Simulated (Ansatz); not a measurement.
# TaTiGe4: the cost of one run

Method: DFT PBE, scalar-relativistic, plane waves, PAW, unless a step names another level, in Ansatz 0.2.0.

### 1 Starting point

The structure is orthorhombic, space group F222 (No. 22). Conventional cell: a = 5.071 Å, b = 8.701 Å, c = 8.869 Å, α = 90.00°, β = 90.00°, γ = 90.00°. Around Ti (site symmetry 222) lie 10 Ge at 2.66 to 2.94 Å. Ta (site symmetry 222) is surrounded by 10 Ge at 2.67 to 2.92 Å. Ge (site symmetry 2) has 5 Ge at 2.64 to 2.92 Å and 2 Ti at 2.66 Å and 3 Ta at 2.90 to 2.92 Å as nearest neighbours. Ge (site symmetry 2) has 5 Ge at 2.64 to 2.96 Å and 2 Ta at 2.67 Å and 3 Ti at 2.90 to 2.94 Å as nearest neighbours.

Structure file:

```cif
data_structure
_symmetry_space_group_name_H-M 'F222'
_symmetry_Int_Tables_number 22
_cell_length_a 5.0710
_cell_length_b 8.7014
_cell_length_c 8.8687
_cell_angle_alpha 90.000
_cell_angle_beta 90.000
_cell_angle_gamma 90.000
_cell_volume 391.33
loop_
_atom_site_label
_atom_site_type_symbol
_atom_site_symmetry_multiplicity
_atom_site_Wyckoff_symbol
_atom_site_fract_x
_atom_site_fract_y
_atom_site_fract_z
_atom_site_occupancy
Ti1 Ti 4 b 0.50000 0.00000 0.00000 1
Ta1 Ta 4 d 0.75000 0.25000 0.25000 1
Ge1 Ge 8 i 0.75000 0.58369 0.25000 1
Ge2 Ge 8 f 0.50000 0.66180 0.00000 1
```

It is the end of an earlier relaxation with the same method, from a generated guess; it needn't be the stable form of this composition. At a tolerance of 0.05 Å it has space group F222 (No. 22); it has 16.31 Å³/atom, an uncorrected energy of -0.31 eV/atom over the elements.

### 2 Static run: bands, density of states and charges

input.yaml

```yaml
crystal:
  lattice:
    - [0.0, 4.3506820608, 4.4343356934]
    - [2.5354923195, 0.0, 4.4343356934]
    - [2.5354923195, 4.3506820608, 0.0]
  atoms:
    - { symbol: Ti, position: [0.5, 0.5, 0.5] }
    - { symbol: Ta, position: [0.75, 0.75, 0.75] }
    - { symbol: Ge, position: [0.0836859462, 0.4163140538, 0.0836859462] }
    - { symbol: Ge, position: [0.1618031422, 0.8381968578, 0.1618031422] }
    - { symbol: Ge, position: [0.8381968578, 0.1618031422, 0.8381968578] }
    - { symbol: Ge, position: [0.4163140538, 0.0836859462, 0.4163140538] }
basis:
  ecutwfc: 420
kpoints:
  mp_grid: { grid: [10, 10, 10] }
  band_path:
    path:
      - [[0.0, 0.0, 0.0], [0.5, 0.0, 0.5], [1.0, 0.5, 0.5], [0.5, 0.5, 0.0], [0.0, 0.0, 0.0], [0.0, 0.41664314, 0.41664314]]
      - [[1.0, 0.58335686, 0.58335686], [1.0, 0.5, 0.5]]
      - [[0.5, 0.0, 0.5], [0.5, 0.24682663, 0.74682663]]
      - [[0.5, 0.75317337, 0.25317337], [0.5, 0.5, 0.0]]
    npoints: 14
hamiltonian:
  xc: pbe
scf:
  occupations: { method: gaussian, width: 0.1 }
  n_extra_bands: 15
output:
  forces: true
  stress: true
  eigenvalues: true
  populations: true
  dos: { projected: true, de: 0.02, nscf_kmesh: { grid: [12, 12, 12] } }
  bader: true
  write_density: true
  write_potential: true
  elf: true
  volumetric_format: npy
```

Command:

```
$ ansatz run input.yaml --threads 1 --pin off --max-ram 2560MiB --backend cpu --events-out ev --progress --plain --runs-dir out
```

**Question.** How long does this run take on 1 thread of Intel Xeon Platinum 8259CL at 2.50GHz (Skylake/Cascade Lake), shared host, and how much memory does it need?

About 5.4 min, with a peak of 1.3 GiB.
